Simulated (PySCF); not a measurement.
# CF2I2 (CF2I2): the cost of one run

Computed with PySCF 2.14.0 and routines of our own; the level stands in each step. Atoms count from 0.

## (1) The system as given

5 atoms, charge 0, multiplicity 1; geometry from: GFN2-xTB.

## (2) Optimising the geometry at PBE0-D3(BJ)/def2-SVP

Job settings and geometry (Å):

```
{"job": {"xc": "PBE0", "basis": "def2-SVP", "d3": "d3bj", "grid": 1, "maxiter": 30, "shake": 0.01, "kind": "geom"}, "charge": 0, "multiplicity": 1}
F     -0.011090    -0.999890    -1.046290
C     -0.011540    -0.168830    -0.001750
F     -0.075080    -0.929730     1.076360
I     -1.718340     1.120560    -0.050130
I      1.849620     0.943910    -0.016090
```

On the command line:

```bash
> OMP_NUM_THREADS=1 python heavy_run.py task.json out
```

This one command runs all jobs of the session in turn.

**Question.** How long does this first job take on 1 thread of Intel Xeon 6975P-C, shared host, and how much memory does it need?

About 24 s, with a peak of 0.41 GiB.
